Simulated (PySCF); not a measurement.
# C2H10AlAs: the cost of one run

Programs: PySCF 2.14.0, with routines of our own; each step states its level. All values are computed. Atoms count from 0.

### 1 The starting structure

14 atoms, charge 0, multiplicity 1; geometry from: GFN2-xTB.

### 2 Geometry optimisation at PBE0-D3(BJ)/def2-SVP

What the job is given:

```
{"job": {"xc": "PBE0", "basis": "def2-SVP", "d3": "d3bj", "grid": 1, "maxiter": 30, "shake": 0.01, "kind": "geom"}, "charge": 0, "multiplicity": 1}
C     -1.562290    -0.139520    -0.953130
C     -1.481210    -0.092140     0.576670
Al     0.094630     1.091160     0.882290
As     1.954800    -0.714870     0.085840
H     -2.348700    -0.813840    -1.321280
H     -1.822560     0.885770    -1.339420
H     -0.608440    -0.412810    -1.396820
H     -1.297870    -1.115140     0.929440
H     -2.450610     0.211710     1.010570
H      0.506830     2.083160    -0.249570
H      0.849230     1.360850     2.249390
H      2.566370     0.106860    -0.964460
H      3.070160    -0.506700     0.964000
H      2.522520    -1.959550    -0.481280
```

Command:

```sh
$ OMP_NUM_THREADS=1 python heavy_run.py task.json out
```

One launch serves the whole session: the jobs run in the order shown.

**Question.** How long does this first job take on 1 thread of Arm Neoverse V2, shared host, and how much memory does it need?

About 83 s, with a peak of 0.54 GiB.
